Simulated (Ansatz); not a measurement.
# C3H11FSi2: rotation by 120° about the C2–Si5 bond, part 2 of 3

Wanted: the energy profile along the rotation by 120° about the C2–Si5 bond, from relaxed end points and a band of images. SMILES of the start: CC(C)(F)[SiH2][SiH3].

Ansatz 0.2.0; RKS B3LYP-D4/6-31G*. The steps go on from the part before.

## 3. Relaxing end B

The second end starts from a geometry with the move made by hand.

input.yaml

```yaml
crystal:
  periodic: [false, false, false]
  atoms:
    - { symbol: C, position_ang: [-1.2731, -1.1255, -0.2199] }
    - { symbol: C, position_ang: [-0.0205, -0.6501, 0.4438] }
    - { symbol: C, position_ang: [0.8004, -1.8852, 0.7345] }
    - { symbol: F, position_ang: [-0.286, -0.0946, 1.6531] }
    - { symbol: Si, position_ang: [0.9393, 0.6812, -0.5122] }
    - { symbol: Si, position_ang: [3.02532, 0.96124, 0.46574] }
    - { symbol: H, position_ang: [-1.8239, -1.8107, 0.3927] }
    - { symbol: H, position_ang: [-1.1047, -1.5116, -1.2222] }
    - { symbol: H, position_ang: [-2.0032, -0.2186, -0.3162] }
    - { symbol: H, position_ang: [1.1525, -2.3993, -0.1423] }
    - { symbol: H, position_ang: [1.7187, -1.6205, 1.3431] }
    - { symbol: H, position_ang: [0.2904, -2.5887, 1.3826] }
    - { symbol: H, position_ang: [1.13442, 0.28073, -1.89335] }
    - { symbol: H, position_ang: [0.20074, 1.92807, -0.48263] }
    - { symbol: H, position_ang: [2.83506, 1.33208, 1.89808] }
    - { symbol: H, position_ang: [3.79006, 2.04182, -0.22675] }
    - { symbol: H, position_ang: [3.86391, -0.26856, 0.37823] }
basis:
  gaussian: { orbitals: "6-31G*" }
hamiltonian:
  xc: b3lyp
  dispersion: d4
relax:
  f_tol: 0.015
  max_steps: 40
output:
  orbitals: {}
```

Started as:

```console
> ansatz run input.yaml --threads 2 --pin off --max-ram 3072MiB --backend cpu --events-out ev --progress --plain --runs-dir out
```

What it wrote:

```text
Warning: RAYON_NUM_THREADS=2 ignored (pool sized by the plan → 2); use --threads N
The last accepted step is kept in <dir> (removed where the run ends without a failure and the disk answers)
Engine: ansatz 0.2.0, aarch64-unknown-linux-gnu
Functional definition: B3LYP
  parameter a0 = 0.2
  parameter ax = 0.72
  parameter ac = 0.81
  exchange = (1 - a0 - ax)*slater_x + ax*b88_x + a0*exact_x
  correlation = (1 - ac)*vwn_rpa_c + ac*lyp_c
1353 factors; integrals over basis functions are off by at most 7.0e-4 eV
mean field evaluation 1: about -21756.2878 eV, gradient 5.0e1 eV
mean field evaluation 2: about -21754.1075 eV, gradient 5.7e1 eV
mean field evaluation 4: about -21762.1918 eV, gradient 2.8e0 eV
mean field evaluation 8: about -21762.2235 eV, gradient 1.7e-1 eV
mean field evaluation 16: about -21762.2236 eV, gradient 6.7e-5 eV
mean field -21762.22358696 eV, -799.7469658560 hartree, gradient 6.7e-5 eV, S^2 0.000000; 0 other end points of the search recorded, 0 dependent functions left out
the calculation of the forces begins
reference -21762.22386330 eV, -799.7469760112 hartree; 33, 33 occupied and 87, 87 virtual orbitals, 1353 factors
relax step   1: F+E_penalty+E_count = -21762.88787388 eV  Δ(F+E_penalty+E_count) = +0.000e0 eV  max|allowed force component| = 2.973e0 eV/Å  Δτ_max = 0.0000 Å  (25 SCF iters, accepted)
these checks for a lower state are left out or cut short: starts, cluster_reference, orbital_swaps, neighbouring_geometries, increment
1353 factors; integrals over basis functions are off by at most 7.1e-4 eV
mean field -21762.55635126 eV, -799.7591947183 hartree, gradient 7.3e-6 eV, S^2 0.000000; 0 other end points of the search recorded, 0 dependent functions left out
the calculation of the forces begins
reference -21762.55662869 eV, -799.7592049136 hartree; 33, 33 occupied and 87, 87 virtual orbitals, 1353 factors
relax step   2: F+E_penalty+E_count = -21763.21239653 eV  Δ(F+E_penalty+E_count) = -3.245e-1 eV  max|allowed force component| = 9.424e-1 eV/Å  Δτ_max = 0.1015 Å  (28 SCF iters, accepted)
these checks for a lower state are left out or cut short: starts, cluster_reference, orbital_swaps, neighbouring_geometries, increment
1353 factors; integrals over basis functions are off by at most 7.0e-4 eV
mean field -21762.61438096 eV, -799.7613272704 hartree, gradient 2.3e-5 eV, S^2 0.000000; 0 other end points of the search recorded, 0 dependent functions left out
the calculation of the forces begins
reference -21762.61465917 eV, -799.7613374945 hartree; 33, 33 occupied and 87, 87 virtual orbitals, 1353 factors
relax step   3: F+E_penalty+E_count = -21763.26484573 eV  Δ(F+E_penalty+E_count) = -5.245e-2 eV  max|allowed force component| = 2.719e-1 eV/Å  Δτ_max = 0.0670 Å  (26 SCF iters, accepted)
these checks for a lower state are left out or cut short: starts, cluster_reference, orbital_swaps, neighbouring_geometries, increment
1353 factors; integrals over basis functions are off by at most 7.1e-4 eV
mean field evaluation 32: about -21762.6011 eV, gradient 5.7e-3 eV
mean field -21762.62198539 eV, -799.7616067282 hartree, gradient 2.0e-5 eV, S^2 0.000000; 0 other end points of the search recorded, 0 dependent functions left out
the calculation of the forces begins
reference -21762.62226396 eV, -799.7616169655 hartree; 33, 33 occupied and 87, 87 virtual orbitals, 1353 factors
relax step   4: F+E_penalty+E_count = -21763.27268435 eV  Δ(F+E_penalty+E_count) = -7.839e-3 eV  max|allowed force component| = 1.077e-1 eV/Å  Δτ_max = 0.0279 Å  (27 SCF iters, accepted)
these checks for a lower state are left out or cut short: starts, cluster_reference, orbital_swaps, neighbouring_geometries, increment
1353 factors; integrals over basis functions are off by at most 7.0e-4 eV
mean field -21762.62637244 eV, -799.7617679491 hartree, gradient 1.7e-5 eV, S^2 0.000000; 0 other end points of the search recorded, 0 dependent functions left out
the calculation of the forces begins
reference -21762.62665173 eV, -799.7617782130 hartree; 33, 33 occupied and 87, 87 virtual orbitals, 1353 factors
relax step   5: F+E_penalty+E_count = -21763.27744165 eV  Δ(F+E_penalty+E_count) = -4.757e-3 eV  max|allowed force component| = 2.256e-2 eV/Å  Δτ_max = 0.0594 Å  (26 SCF iters, accepted)
these checks for a lower state are left out or cut short: starts, cluster_reference, orbital_swaps, neighbouring_geometries, increment
1353 factors; integrals over basis functions are off by at most 6.8e-4 eV
mean field -21762.63235784 eV, -799.7619879087 hartree, gradient 1.5e-5 eV, S^2 0.000000; 0 other end points of the search recorded, 0 dependent functions left out
the calculation of the forces begins
reference -21762.63263741 eV, -799.7619981825 hartree; 33, 33 occupied and 87, 87 virtual orbitals, 1353 factors
relax step   6: F+E_penalty+E_count = -21763.28217885 eV  Δ(F+E_penalty+E_count) = -4.737e-3 eV  max|allowed force component| = 1.882e-1 eV/Å  Δτ_max = 0.1307 Å  (26 SCF iters, accepted)
these checks for a lower state are left out or cut short: starts, cluster_reference, orbital_swaps, neighbouring_geometries, increment
1353 factors; integrals over basis functions are off by at most 6.7e-4 eV
mean field -21762.63470583 eV, -799.7620741956 hartree, gradient 2.0e-5 eV, S^2 0.000000; 0 other end points of the search recorded, 0 dependent functions left out
the calculation of the forces begins
reference -21762.63498526 eV, -799.7620844643 hartree; 33, 33 occupied and 87, 87 virtual orbitals, 1353 factors
relax step   7: F+E_penalty+E_count = -21763.28444271 eV  Δ(F+E_penalty+E_count) = -2.264e-3 eV  max|allowed force component| = 1.424e-1 eV/Å  Δτ_max = 0.0343 Å  (28 SCF iters, accepted)
these checks for a lower state are left out or cut short: starts, cluster_reference, orbital_swaps, neighbouring_geometries, increment
1353 factors; integrals over basis functions are off by at most 6.3e-4 eV
mean field evaluation 64: about -21762.6413 eV, gradient 1.9e-5 eV
mean field -21762.64129728 eV, -799.7623164269 hartree, gradient 1.9e-5 eV, S^2 0.000000; 0 other end points of the search recorded, 0 dependent functions left out
the calculation of the forces begins
reference -21762.64157616 eV, -799.7623266757 hartree; 33, 33 occupied and 87, 87 virtual orbitals, 1353 factors
relax step   8: F+E_penalty+E_count = -21763.29031487 eV  Δ(F+E_penalty+E_count) = -5.872e-3 eV  max|allowed force component| = 1.245e-1 eV/Å  Δτ_max = 0.1948 Å  (26 SCF iters, accepted)
these checks for a lower state are left out or cut short: starts, cluster_reference, orbital_swaps, neighbouring_geometries, increment
1353 factors; integrals over basis functions are off by at most 6.1e-4 eV
mean field -21762.64324210 eV, -799.7623878978 hartree, gradient 2.6e-5 eV, S^2 0.000000; 0 other end points of the search recorded, 0 dependent functions left out
the calculation of the forces begins
reference -21762.64352033 eV, -799.7623981224 hartree; 33, 33 occupied and 87, 87 virtual orbitals, 1353 factors
relax step   9: F+E_penalty+E_count = -21763.29287318 eV  Δ(F+E_penalty+E_count) = -2.558e-3 eV  max|allowed force component| = 9.751e-2 eV/Å  Δτ_max = 0.1191 Å  (27 SCF iters, accepted)
these checks for a lower state are left out or cut short: starts, cluster_reference, orbital_swaps, neighbouring_geometries, increment
1353 factors; integrals over basis functions are off by at most 6.0e-4 eV
mean field -21762.64498914 eV, -799.7624521005 hartree, gradient 1.1e-5 eV, S^2 0.000000; 0 other end points of the search recorded, 0 dependent functions left out
the calculation of the forces begins
reference -21762.64526676 eV, -799.7624623026 hartree; 33, 33 occupied and 87, 87 virtual orbitals, 1353 factors
relax step  10: F+E_penalty+E_count = -21763.29389561 eV  Δ(F+E_penalty+E_count) = -1.022e-3 eV  max|allowed force component| = 2.033e-1 eV/Å  Δτ_max = 0.1655 Å  (26 SCF iters, accepted)
these checks for a lower state are left out or cut short: starts, cluster_reference, orbital_swaps, neighbouring_geometries, increment
1353 factors; integrals over basis functions are off by at most 5.9e-4 eV
mean field -21762.64791927 eV, -799.7625597806 hartree, gradient 1.9e-5 eV, S^2 0.000000; 0 other end points of the search recorded, 0 dependent functions left out
the calculation of the forces begins
reference -21762.64819694 eV, -799.7625699848 hartree; 33, 33 occupied and 87, 87 virtual orbitals, 1353 factors
relax step  11: F+E_penalty+E_count = -21763.29871519 eV  Δ(F+E_penalty+E_count) = -4.820e-3 eV  max|allowed force component| = 9.948e-2 eV/Å  Δτ_max = 0.0378 Å  (27 SCF iters, accepted)
these checks for a lower state are left out or cut short: starts, cluster_reference, orbital_swaps, neighbouring_geometries, increment
1353 factors; integrals over basis functions are off by at most 5.9e-4 eV
mean field -21762.64906325 eV, -799.7626018211 hartree, gradient 1.3e-5 eV, S^2 0.000000; 0 other end points of the search recorded, 0 dependent functions left out
the calculation of the forces begins
reference -21762.64934079 eV, -799.7626120205 hartree; 33, 33 occupied and 87, 87 virtual orbitals, 1353 factors
relax step  12: F+E_penalty+E_count = -21763.30070176 eV  Δ(F+E_penalty+E_count) = -1.987e-3 eV  max|allowed force component| = 3.711e-2 eV/Å  Δτ_max = 0.0273 Å  (23 SCF iters, accepted)
these checks for a lower state are left out or cut short: starts, cluster_reference, orbital_swaps, neighbouring_geometries, increment
1353 factors; integrals over basis functions are off by at most 5.7e-4 eV
mean field evaluation 96: about -21762.6499 eV, gradient 3.0e-5 eV
mean field -21762.64985972 eV, -799.7626310907 hartree, gradient 1.9e-5 eV, S^2 0.000000; 0 other end points of the search recorded, 0 dependent functions left out
the calculation of the forces begins
reference -21762.65013735 eV, -799.7626412935 hartree; 33, 33 occupied and 87, 87 virtual orbitals, 1353 factors
relax step  13: F+E_penalty+E_count = -21763.30160795 eV  Δ(F+E_penalty+E_count) = -9.062e-4 eV  max|allowed force component| = 2.278e-2 eV/Å  Δτ_max = 0.0474 Å  (26 SCF iters, accepted)
these checks for a lower state are left out or cut short: starts, cluster_reference, orbital_swaps, neighbouring_geometries, increment
1353 factors; integrals over basis functions are off by at most 5.6e-4 eV
mean field -21762.65017192 eV, -799.7626425639 hartree, gradient 1.9e-5 eV, S^2 0.000000; 0 other end points of the search recorded, 0 dependent functions left out
the calculation of the forces begins
reference -21762.65044975 eV, -799.7626527742 hartree; 33, 33 occupied and 87, 87 virtual orbitals, 1353 factors
relax step  14: F+E_penalty+E_count = -21763.30217100 eV  Δ(F+E_penalty+E_count) = -5.631e-4 eV  max|allowed force component| = 4.396e-2 eV/Å  Δτ_max = 0.0823 Å  (26 SCF iters, accepted)
these checks for a lower state are left out or cut short: starts, cluster_reference, orbital_swaps, neighbouring_geometries, increment
1353 factors; integrals over basis functions are off by at most 5.6e-4 eV
mean field -21762.65020790 eV, -799.7626438863 hartree, gradient 1.4e-5 eV, S^2 0.000000; 0 other end points of the search recorded, 0 dependent functions left out
the calculation of the forces begins
reference -21762.65048574 eV, -799.7626540965 hartree; 33, 33 occupied and 87, 87 virtual orbitals, 1353 factors
relax step  15: F+E_penalty+E_count = -21763.30231357 eV  Δ(F+E_penalty+E_count) = -1.426e-4 eV  max|allowed force component| = 2.038e-2 eV/Å  Δτ_max = 0.0131 Å  (22 SCF iters, accepted)
these checks for a lower state are left out or cut short: starts, cluster_reference, orbital_swaps, neighbouring_geometries, increment
1353 factors; integrals over basis functions are off by at most 5.6e-4 eV
mean field -21762.65020274 eV, -799.7626436964 hartree, gradient 2.3e-5 eV, S^2 0.000000; 0 other end points of the search recorded, 0 dependent functions left out
the calculation of the forces begins
reference -21762.65048052 eV, -799.7626539049 hartree; 33, 33 occupied and 87, 87 virtual orbitals, 1353 factors
relax step  16: F+E_penalty+E_count = -21763.30241832 eV  Δ(F+E_penalty+E_count) = -1.048e-4 eV  max|allowed force component| = 1.161e-2 eV/Å  Δτ_max = 0.0098 Å  (22 SCF iters, accepted)
1353 factors; integrals over basis functions are off by at most 5.6e-4 eV
mean field evaluation 128: about -21762.6501 eV, gradient 1.9e-1 eV
mean field -21762.65020274 eV, -799.7626436964 hartree, gradient 2.3e-5 eV, S^2 0.000000; 1 other end points of the search recorded, 0 dependent functions left out
the calculation of the forces begins
reference -21762.65048052 eV, -799.7626539049 hartree; 33, 33 occupied and 87, 87 virtual orbitals, 1353 factors
Total energy: -21763.30269611 eV, -799.7866223856 hartree
Atom 0 at    -1.348603    -0.937704    -0.018903 Å, force    -0.005202     0.000994    -0.003573 eV/Å
Atom 1 at     0.105321    -0.776572     0.406958 Å, force    -0.000503     0.005510     0.011612 eV/Å
Atom 2 at     0.830523    -2.114254     0.490159 Å, force     0.002312    -0.004704    -0.004714 eV/Å
Atom 3 at     0.088166    -0.235690     1.731695 Å, force     0.000802    -0.001697    -0.006062 eV/Å
Atom 4 at     1.059473     0.545316    -0.615942 Å, force     0.002924    -0.000657    -0.002960 eV/Å
Atom 5 at     2.940841     1.197639     0.620700 Å, force    -0.002160    -0.000477     0.004114 eV/Å
Atom 6 at    -1.861606    -1.641850     0.648273 Å, force     0.001966     0.001245     0.000617 eV/Å
Atom 7 at    -1.412060    -1.327353    -1.041356 Å, force    -0.000413     0.001929     0.001984 eV/Å
Atom 8 at    -1.878644     0.018891     0.017533 Å, force     0.002631    -0.002748     0.000344 eV/Å
Atom 9 at     0.869261    -2.595664    -0.493201 Å, force     0.000711     0.001022     0.002592 eV/Å
Atom 10 at     1.855659    -1.993352     0.854364 Å, force    -0.001965    -0.000337    -0.001809 eV/Å
Atom 11 at     0.301042    -2.782532     1.180384 Å, force     0.000201     0.001677    -0.000551 eV/Å
Atom 12 at     1.441343    -0.019825    -1.943978 Å, force     0.000199    -0.001158     0.000732 eV/Å
Atom 13 at     0.160065     1.708140    -0.857078 Å, force    -0.001771    -0.000899    -0.001181 eV/Å
Atom 14 at     2.542470     2.046139     1.774601 Å, force     0.000785    -0.001351    -0.001016 eV/Å
Atom 15 at     3.900626     1.966303    -0.221337 Å, force    -0.001038    -0.000521     0.000277 eV/Å
Atom 16 at     3.645534    -0.005852     1.143448 Å, force     0.000520     0.002173    -0.000404 eV/Å
Dipole moment:    -0.098484    -0.228011    -0.262885 e Å
```

Run time: 88 s. Hardware: 2 threads of Arm Neoverse V1, shared host; peak memory 0.32 GiB.

The steps of the relaxation:

```
step  energy from step 1 (eV)  largest force component (eV/Å)
   1                   0.0000                          2.9729
   2                  -0.3245                          0.9424
   3                  -0.3770                          0.2719
   4                  -0.3848                          0.1077
   5                  -0.3896                          0.0226
   6                  -0.3943                          0.1882
   7                  -0.3966                          0.1424
   8                  -0.4024                          0.1245
   9                  -0.4050                          0.0975
  10                  -0.4060                          0.2033
  11                  -0.4108                          0.0995
  12                  -0.4128                          0.0371
  13                  -0.4137                          0.0228
  14                  -0.4143                          0.0440
  15                  -0.4144                          0.0204
  16                  -0.4145                          0.0116
```

Step 1 is the start.

After: Bond lengths (14 of 16 bonds, heavy atoms first): C1–C2 1.524 Å, C2–C3 1.524 Å, C2–F4 1.431 Å, C2–Si5 1.925 Å, Si5–Si6 2.344 Å, C1–H7 1.097 Å, C1–H8 1.096 Å, C1–H9 1.094 Å, C3–H10 1.096 Å, C3–H11 1.095 Å, C3–H12 1.097 Å, Si5–H13 1.493 Å, Si5–H14 1.490 Å, Si6–H15 1.487 Å. Angles (14 of 30 angles, heavy atoms first): C1–C2–C3 112.1°, C1–C2–F4 106.7°, C1–C2–Si5 113.4°, C3–C2–F4 106.7°, C3–C2–Si5 113.3°, F4–C2–Si5 103.8°, C2–Si5–Si6 108.0°, C2–C1–H7 110.1°, C2–C1–H8 110.7°, C2–C1–H9 111.1°, C2–C3–H10 110.7°, C2–C3–H11 111.5°, C2–C3–H12 109.8°, C2–Si5–H13 109.9°.

## 4. The band

crystal.atoms is end A as relaxed above, and neb.final_atoms is end B, turned to lie on A. With 5 inner images the band has 7 in all.

input.yaml

```yaml
crystal:
  periodic: [false, false, false]
  atoms:
    - { symbol: C, position_ang: [-1.301016, -1.103514, -0.302296] }
    - { symbol: C, position_ang: [-0.020978, -0.676527, 0.405978] }
    - { symbol: C, position_ang: [0.835483, -1.868706, 0.81334] }
    - { symbol: F, position_ang: [-0.418122, -0.024202, 1.61564] }
    - { symbol: Si, position_ang: [0.957344, 0.680001, -0.546965] }
    - { symbol: Si, position_ang: [-0.240421, 2.68689, -0.367914] }
    - { symbol: H, position_ang: [-1.873425, -1.782116, 0.341934] }
    - { symbol: H, position_ang: [-1.070764, -1.627756, -1.236233] }
    - { symbol: H, position_ang: [-1.936048, -0.243726, -0.538366] }
    - { symbol: H, position_ang: [1.199523, -2.404675, -0.070508] }
    - { symbol: H, position_ang: [1.700662, -1.549083, 1.401734] }
    - { symbol: H, position_ang: [0.245078, -2.567522, 1.419192] }
    - { symbol: H, position_ang: [2.309267, 0.817698, 0.063657] }
    - { symbol: H, position_ang: [1.138775, 0.268272, -1.970426] }
    - { symbol: H, position_ang: [-1.679021, 2.447768, -0.669635] }
    - { symbol: H, position_ang: [0.269659, 3.707336, -1.326831] }
    - { symbol: H, position_ang: [-0.134894, 3.239263, 1.008098] }
basis:
  gaussian: { orbitals: "6-31G*" }
hamiltonian:
  xc: b3lyp
  dispersion: d4
neb:
  order_check: false
  images: 5
  f_tol: 0.05
  max_iterations: 60
  initial_path: idpp
  final_atoms:
    - { symbol: C, position_ang: [-0.95980998, -1.88625073, -0.61730819] }
    - { symbol: C, position_ang: [-0.38829309, -0.67987933, 0.11703002] }
    - { symbol: C, position_ang: [0.5959475, -1.08524807, 1.20752537] }
    - { symbol: F, position_ang: [-1.48706416, -0.03942086, 0.77299559] }
    - { symbol: Si, position_ang: [0.29712459, 0.67835964, -1.06174386] }
    - { symbol: Si, position_ang: [0.40242209, 2.69024861, 0.13640867] }
    - { symbol: H, position_ang: [-1.40665522, -2.58732536, 0.09889093] }
    - { symbol: H, position_ang: [-0.17214865, -2.41438847, -1.16678379] }
    - { symbol: H, position_ang: [-1.73263228, -1.58410447, -1.33060923] }
    - { symbol: H, position_ang: [1.46266086, -1.59790165, 0.77596152] }
    - { symbol: H, position_ang: [0.95457633, -0.21617459, 1.76811706] }
    - { symbol: H, position_ang: [0.10830201, -1.76808566, 1.91413054] }
    - { symbol: H, position_ang: [1.63826664, 0.27266637, -1.57714624] }
    - { symbol: H, position_ang: [-0.61918519, 0.80921213, -2.22900346] }
    - { symbol: H, position_ang: [-0.96006948, 3.24372585, 0.35416748] }
    - { symbol: H, position_ang: [1.21523543, 3.70811628, -0.58770304] }
    - { symbol: H, position_ang: [1.03242459, 2.45585133, 1.46546963] }
```

Started as:

```console
> ansatz run input.yaml --threads 2 --pin off --max-ram 3072MiB --backend cpu --events-out ev --progress --plain --runs-dir out
```

What it wrote (excerpt; [...] marks lines left out):

```text
Warning: RAYON_NUM_THREADS=2 ignored (pool sized by the plan → 2); use --threads N
[...]
[... 1 set-up line as earlier in the session ...]
[...]
1352 factors; integrals over basis functions are off by at most 7.3e-4 eV
[...]
mean field -21762.65014578 eV, -799.7626416034 hartree, gradient 5.4e-5 eV, S^2 0.000000; 0 other end points of the search recorded, 0 dependent functions left out
[...]
Atom 13 at     0.349897     0.452312    -2.258748 Å, force     0.000934    -0.004286     0.001483 eV/Å
Atom 14 at    -1.433380     2.949965    -0.235339 Å, force    -0.000849    -0.007228     0.000775 eV/Å
Atom 15 at     0.716184     3.826643    -0.892278 Å, force    -0.005663     0.007410     0.006535 eV/Å
Atom 16 at     0.401630     2.973345     1.342341 Å, force    -0.000549    -0.007478     0.001063 eV/Å
Dipole moment:     0.130662    -0.305259    -0.145157 e Å
this run last wrote the band of iteration 4 to <dir>
```

Wall time 2.2 min (2 threads of Arm Neoverse V1, shared host); peak memory 0.32 GiB.

(Continued in part 3 of 3.)
